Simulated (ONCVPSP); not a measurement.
# Pseudopotential generation for Ru: ONCV, LDA (Perdew-Wang 92)

Aim: build the potential from the settings below, then test how well it stands in for the atom: other configurations, scattering, ghost states and the plane-wave cutoff that it needs.

The numbers are computed with ONCVPSP 4.0.1 (LDA (Perdew-Wang 92), scalar-relativistic, spin-unpolarised reference atom).

## Step 1: Settings

Typed settings, in words:

* element: ruthenium (Ru, Z = 44)
* type: optimised norm-conserving Vanderbilt (ONCV)
* frozen core: [Ar] 3d10
* valence charge: 16
* reference configuration: 4s2 4p6 4d7 5s1
* partial waves: 4s+5s: rc 1.45 bohr, ncon 4, nbas 7, qcut 6.2 1/bohr, 2 projectors; 4p: rc 1.55 bohr, ncon 5, nbas 10, qcut 8 1/bohr, 2 projectors, debl 3.6 Ha; 4d: rc 1.80 bohr, ncon 5, nbas 9, qcut 7.3 1/bohr, 2 projectors, debl 0.8 Ha
* local potential: polynomial inside 1.10 bohr (lpopt 5, dvloc0 6 Ha)
* core correction: Teter function, fcfact 5.25, rcfact 1.7

The nodes and maxima of the atom's own shells, from an earlier all-electron run, set the scale for the radii.

All-electron outer shells of the reference configuration (LDA (PZ), scalar-relativistic, ld1.x):

```
shell  level (eV)  outermost node (bohr)  outermost maximum (bohr)
   3d     -273.50                      –                      0.30
   4s      -76.44                   0.48                      0.91
   4p      -46.53                   0.49                      0.98
   4d       -5.40                   0.48                      1.21
   5s       -4.52                   1.24                      2.73
   5p       -1.04                   1.41                      3.82
```

## Step 2: Generating the potential

Input file Ru.dat:

```
# ATOM AND REFERENCE CONFIGURATION
# atsym  z   nc   nv     iexc    psfile
  Ru 44.00    6    4  -001012      upf
#
#   n    l    f
    1    0    2.00
    2    0    2.00
    2    1    6.00
    3    0    2.00
    3    1    6.00
    3    2   10.00
    4    0    2.00
    4    1    6.00
    4    2    7.00
    5    0    1.00
#
# PSEUDOPOTENTIAL AND OPTIMIZATION
# lmax
    2
#
#   l,   rc,      ep,       ncon, nbas, qcut
    0    1.45    0.00    4    7    6.20
    1    1.55    0.00    5   10    8.00
    2    1.80    0.00    5    9    7.30
#
# LOCAL POTENTIAL
# lloc, lpopt,  rc(5),   dvloc0
    4    5    1.10    6.00
#
# VANDERBILT-KLEINMAN-BYLANDER PROJECTORs
# l, nproj, debl
    0    2    2.70
    1    2    3.60
    2    2    0.80
#
# MODEL CORE CHARGE
# icmod, fcfact, rcfact
    3    5.25    1.70
#
# LOG DERIVATIVE ANALYSIS
# epsh1, epsh2, depsh
   -4.00    5.00    0.02
#
# OUTPUT GRID
# rlmax, drl
    6.00    0.01
#
# TEST CONFIGURATIONS
# ncnf
    4
# nvcnf
#   n    l    f
    4
    4    0    2.00
    4    1    6.00
    4    2    7.00
    5    0    0.00
#
    4
    4    0    2.00
    4    1    6.00
    4    2    6.00
    5    0    0.00
#
    4
    4    0    2.00
    4    1    6.00
    4    2    5.00
    5    0    0.00
#
    4
    4    0    2.00
    4    1    6.00
    4    2    8.00
    5    0    0.00
#
```

Command:

```sh
$ oncvpsp.x < Ru.dat > Ru.out
```

Before running it: what results should come out? Wanted: cutoffs for 1 and 0.1 mHa per electron, occupied waves; bound ghosts; GHOST(+) flags; largest test error; largest phase difference near zero energy, channels read; rms error of d²Exc/dn², without and with the model core.

**Answer**, as computed:

```
                                                quantity                          value
  cutoffs for 1 and 0.1 mHa per electron, occupied waves                25 Ha and 57 Ha
                                            bound ghosts                     none found
                                          GHOST(+) flags             none at low energy
                            largest test error (AE − PS)  -4.0 meV, for 4s2 4p6 4d8 5s0
largest phase difference near zero energy, channels read                      0.000 rad
 rms error of d²Exc/dn², without and with the model core              3.48 and 3.12 mHa
```

In words: By total energies transferability is very good: the largest error is 4.0 meV on 0.3 eV, for 4s2 4p6 4d8 5s0. It counts as of middling hardness, with 25 Ha needed at the looser tolerance. The program's ghost test flags no bound state. Near zero energy the phases of the channels with partial waves agree within 0.001 rad. All of this concerns the isolated atom, not yet a solid.
